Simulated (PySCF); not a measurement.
# C₆H₁₁NO: excited states

What do calculations give for the excited states of C₆H₁₁NO (`C=C(C)OC/N=C\C`)?

Computed with PySCF 2.14.0 and routines of our own; the level stands in each step. Atoms count from 0.

## 1. The starting structure

19 atoms, charge 0, multiplicity 1; geometry from: GFN2-xTB.

## 2. Geometry optimisation at PBE0-D3(BJ)/def2-SVP

The job: settings as JSON, then the geometry in Å.

```
{"job": {"xc": "PBE0", "basis": "def2-SVP", "d3": "d3bj", "grid": 1, "kind": "geom"}, "charge": 0, "multiplicity": 1}
C     -2.330817     0.229837    -1.170980
C     -1.536193     0.232342    -0.108380
C     -2.015814     0.514980     1.285507
O     -0.194560    -0.009427    -0.103121
C      0.435477    -0.329708    -1.331448
N      1.815292    -0.619529    -1.266579
C      2.586625    -0.527372    -0.280014
C      2.325253    -0.108557     1.131849
H     -1.992106     0.031280    -2.170567
H     -3.378162     0.436110    -1.056184
H     -1.784432    -0.329538     1.932225
H     -3.085846     0.693355     1.292999
H     -1.502178     1.389010     1.682635
H     -0.048020    -1.215127    -1.776351
H      0.318568     0.505442    -2.042231
H      3.611440    -0.820679    -0.496979
H      1.575181     0.674764     1.178319
H      1.944800    -0.964863     1.688816
H      3.245689     0.226929     1.603024
```

Launch:

```
$ OMP_NUM_THREADS=1 python excited_run.py task.json out
```

This one command runs all jobs of the session in turn.

The log of the run:

```text
step   0  E = -364.50067489  max force = 0.019124
step   1  E = -364.50277757  max force = 0.002113
step   2  E = -364.50279810  max force = 0.000744
step   3  E = -364.50279611  max force = 0.000993
step   4  E = -364.50280358  max force = 0.000431
optimisation converged
```

Run time: 47 s. Hardware: 1 thread of Arm Neoverse V1, shared host; peak memory 0.65 GiB.

Along the way:

```tsv
step	energy from step 0 (eV)	largest force component (eV/Å)
0	0.0000	0.9834
1	-0.0572	0.1087
2	-0.0578	0.0383
3	-0.0577	0.0511
4	-0.0579	0.0222
```

Distances of close pairs at the start and the end, largest changes first:

```tsv
bond	before (Å)	after (Å)	change (Å)
C6–H15	1.088	1.104	+0.016
C0–C1	1.327	1.343	+0.016
C0–H9	1.074	1.090	+0.016
C0–H8	1.074	1.090	+0.016
C2–H12	1.089	1.102	+0.013
C7–H17	1.090	1.103	+0.013
C2–H10	1.089	1.101	+0.013
C7–H18	1.087	1.099	+0.012
```

The next job starts from the end point, and lists it.

```tsv
at the end point	value
point group (found at 0.08 Å tolerance)	C1
rotational constants (GHz, main isotopes)	3.847, 1.241, 0.956
dipole moment (D)	1.48
```

## 3. Excited states: TDA CAM-B3LYP/def2-SVP

The job: settings as JSON, then the geometry in Å.

```
{"job": {"kind": "states", "xc": "CAM-B3LYP", "basis": "def2-SVP", "tda": true, "soc": true, "nstates": 8, "ntriplets": 5, "nquad": 4}, "charge": 0, "multiplicity": 1}
C     -2.888553     0.441585    -1.352559
C     -2.093163     0.454606    -0.270565
C     -2.560597     0.753783     1.116587
O     -0.765117     0.203890    -0.274176
C     -0.146288    -0.115644    -1.505445
N      1.231413    -0.401384    -1.443395
C      2.001823    -0.322979    -0.441466
C      1.739311     0.081924     0.983009
H     -2.533973     0.224126    -2.359575
H     -3.949304     0.659327    -1.232123
H     -2.318659    -0.085520     1.787015
H     -3.642034     0.933280     1.143504
H     -2.042117     1.642470     1.509971
H     -0.654848    -0.996472    -1.943393
H     -0.291126     0.721292    -2.216614
H      3.046404    -0.614905    -0.647538
H      0.999011     0.885292     1.061393
H      1.344939    -0.777242     1.550816
H      2.680237     0.388759     1.460852
```

Method: TDA CAM-B3LYP/def2-SVP excited states, vertical, gas phase, spin-orbit mean-field couplings.

The log of the run:

```text
coarse grid: 15488 points
cycle   1  E = -364.5681240053  dE =  1.112e+00  |g| = 6.104e-01  |ddm| = 4.380e+00
cycle   2  E = -364.5660311117  dE =  2.093e-03  |g| = 6.680e-01  |ddm| = 1.021e+00
cycle   3  E = -364.6484094481  dE = -8.238e-02  |g| = 7.945e-02  |ddm| = 5.435e-01
cycle   4  E = -364.6494999688  dE = -1.091e-03  |g| = 3.881e-02  |ddm| = 9.062e-02
cycle   5  E = -364.6498626292  dE = -3.627e-04  |g| = 8.655e-03  |ddm| = 4.682e-02
cycle   6  E = -364.6498799485  dE = -1.732e-05  |g| = 3.286e-03  |ddm| = 9.973e-03
cycle   7  E = -364.6498824738  dE = -2.525e-06  |g| = 5.227e-04  |ddm| = 3.691e-03
final grid: 148544 points
cycle   8  E = -364.7251946532  dE = -3.685e-05  |g| = 3.896e-03  |ddm| = 1.989e-02
cycle   9  E = -364.7251947191  dE = -6.592e-08  |g| = 4.195e-03  |ddm| = 6.992e-03
cycle  10  E = -364.7251982702  dE = -3.551e-06  |g| = 7.403e-04  |ddm| = 3.473e-03
cycle  11  E = -364.7251983819  dE = -1.117e-07  |g| = 1.723e-04  |ddm| = 7.553e-04
cycle  12  E = -364.7251983886  dE = -6.751e-09  |g| = 5.775e-05  |ddm| = 2.176e-04
cycle  13  E = -364.7251983894  dE = -7.399e-10  |g| = 1.321e-05  |ddm| = 5.593e-05
converged SCF energy = -364.7251983894

Singlet excitations
state   eV       nm        f     d(h-e)  d(exc)  Lambda  PR(NTO)  |dmu|/D   mu/D   main configurations
  1   5.2367   236.8   0.00355   0.511   2.133   0.542   1.003    1.118    0.886   H-1->L 0.98
  2   6.7319   184.2   0.01391   3.446   4.159   0.158   1.004   12.760   13.076   H->L 0.97
  3   7.5784   163.6   0.01023   0.761   3.305   0.334   1.019    2.893    1.497   H->L+2 0.78, H->L+4 0.10
  4   7.7675   159.6   0.42487   0.581   2.513   0.784   1.185    2.026    1.510   H->L+1 0.86
  5   7.9716   155.5   0.00916   0.971   2.984   0.304   1.024                     H->L+3 0.42, H->L+4 0.24, H->L+5 0.21
  6   8.2087   151.0   0.36206   0.816   2.953   0.677   1.544                     H-2->L 0.72, H-1->L+2 0.08
  7   8.3459   148.6   0.00900   3.229   4.156   0.176   1.029                     H-1->L+1 0.90
  8   8.4535   146.7   0.01097   1.108   3.442   0.327   1.528                     H->L+5 0.39, H->L+4 0.14, H->L+2 0.12

Triplet excitations (Tamm-Dancoff)
state   eV     d(h-e)  d(exc)  Lambda  PR(NTO)   main configurations
  1   4.3702   0.574   2.078   0.539   1.002   H-1->L 0.96
  2   4.4369   0.234   2.074   0.808   1.006   H->L+1 0.93
  3   4.8606   0.314   2.020   0.755   1.008   H-2->L 0.85
  4   6.7010   3.429   4.156   0.159   1.003   H->L 0.95
  5   7.3705   0.510   3.171   0.324   1.028   H->L+2 0.71, H->L+4 0.14, H->L+5 0.10
S1 - T1 = 0.8665 eV

Spin-orbit couplings |<S|Hso|T>| (cm-1)
             T1       T2       T3       T4       T5
S0       29.200    0.235    3.874    1.750    0.714
S1        1.860    0.070   15.865    5.694    0.310
S2        7.795    0.564    1.532    0.222    0.895
S3        0.493    1.472    0.196    1.200    0.138
S4        1.040    0.350    0.446    1.449    0.815
S5        0.562    3.296    0.299    1.309    0.609
S6       13.670    0.403    3.173    3.912    2.128
S7        0.507    7.892    0.084    0.180    0.678
S8        6.312    4.046    3.118    6.546    1.584
T1 sublevels (cm-1): 0.000 0.002 0.085   radiative rates (1/s): 2.43 0.062 194
```

It took 37 s on 1 thread of Arm Neoverse V1, shared host; peak memory 0.85 GiB.

In short:

```tsv
quantity	value
S1 less T1	0.87 eV
```

## 4. Results

| quantity | value |
| --- | --- |
| point group | C1 |
| rotational constants (main isotopes) | 3.85, 1.24, 0.96 GHz |
| S1 less T1 (step 3, TDA CAM-B3LYP/def2-SVP) | 0.87 eV |

What this shows: Over 4 steps the energy fell by 0.058 eV; of the close pairs, C6–H15 changed most, 1.088 to 1.104 Å. In step 3, the number of triplets below S1 is 3, and the largest singlet-triplet spin-orbit coupling is S0–T1, 29.20 cm⁻¹.
